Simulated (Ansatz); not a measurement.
# C3H9BO, SMILES CBCCO: a single point in a Gaussian basis

Run with Ansatz 0.2.0, Python API.

`run_energy.py`:
```python
import argparse

import ansatz as az
import numpy as np

parser = argparse.ArgumentParser(description="Electronic structure of the C3H9BO molecule.")
parser.add_argument("--basis", default="def2-SVPD", help="basis")
parser.add_argument("--xc", required=True, help="exchange-correlation functional")
args = parser.parse_args()


def main() -> None:
    geometry_ang = [
        ("C", (-1.6245, -0.8545, 0.649)),
        ("B", (-0.115, -1.1052, 0.7409)),
        ("C", (0.9655, -0.2114, -0.0106)),
        ("C", (0.4869, 0.9522, -0.8192)),
        ("O", (1.4428, 1.6439, -1.4691)),
        ("H", (-1.8931, 0.2192, 1.0311)),
        ("H", (-2.2035, -1.5579, 1.2386)),
        ("H", (-1.9596, -0.8591, -0.428)),
        ("H", (0.2532, -2.0007, 1.4384)),
        ("H", (1.6856, 0.1964, 0.7999)),
        ("H", (1.5742, -0.8762, -0.6463)),
        ("H", (-0.2467, 0.5467, -1.5807)),
        ("H", (-0.2244, 1.6523, -0.1775)),
        ("H", (1.8456, 2.225, -0.7378)),
    ]
    geometry = az.Crystal.molecule()
    for symbol, xyz in geometry_ang:
        geometry = geometry.atom(symbol, xyz)

    setup = geometry.calculation()
    setup = setup.basis(gaussian=args.basis)
    setup = setup.functional(args.xc)
    setup = setup.forces()
    result = setup.run()
    r = result.report

    print("reference energy %16.6f eV" % r["reference_energy_ev"])
    print("total energy     %16.6f eV" % r["free_energy_ev"])
    print("occupied (up, down):", r["n_occupied"], " virtual:", r["n_virtual"], " frozen:", r["n_frozen"])

    field = r["mean_field"]
    print("<S^2> =", round(abs(field["state"]["spin_squared"]), 4), " relativity:", field["relativity"])
    print("passes:", field["passes"])
    if "symmetry" in field:
        print("occupied orbitals by irrep:", field["symmetry"]["occupied"])

    symbols = [site.symbol for site in geometry.cartesian_sites]
    forces = np.array(r["forces_ev_ang"])
    print("largest force", round(float(np.linalg.norm(forces, axis=1).max()), 4), "eV/A, rms", round(float(np.sqrt((forces ** 2).mean())), 4))

    charges = r["charge_distribution"]
    print("dipole moment", round(4.803205 * float(np.linalg.norm(charges["dipole_moment_e_ang"])), 3), "D")
    print("Mulliken:", [(s, round(q, 3)) for s, q in zip(symbols, charges["mulliken_charges_e"])])


if __name__ == "__main__":
    main()
```

```console
$ python run_energy.py --xc cam_b3lyp
reference energy     -5973.266525 eV
total energy         -5973.266525 eV
occupied (up, down): [20, 20]  virtual: [155, 155]  frozen: 0
<S^2> = 0.0  relativity: none
passes: {'evaluations': 16, 'products': 15}
occupied orbitals by irrep: [{'A': 20}, {'A': 20}]
largest force 4.6459 eV/A, rms 1.225
dipole moment 1.517 D
Mulliken: [('C', 0.404), ('B', -0.858), ('C', 0.255), ('C', 0.108), ('O', -0.28), ('H', 0.112), ('H', -0.435), ('H', 0.027), ('H', 0.518), ('H', 0.116), ('H', -0.016), ('H', -0.172), ('H', -0.008), ('H', 0.229)]
```

The settings weren't tested for convergence. The geometry is a force-field or estimated start, not a minimum of this method, and the basis set is short of its limit. Mulliken charges are unreliable in a basis with diffuse functions. Hardware and time: 12 s on 1 thread of Arm Neoverse V2, with other jobs on the host, peak memory 0.59 GiB.

(A comment or docstring line of the script was reworded after the run, the code is as it ran; lines on the test bed's own set-up are left out of the output.)
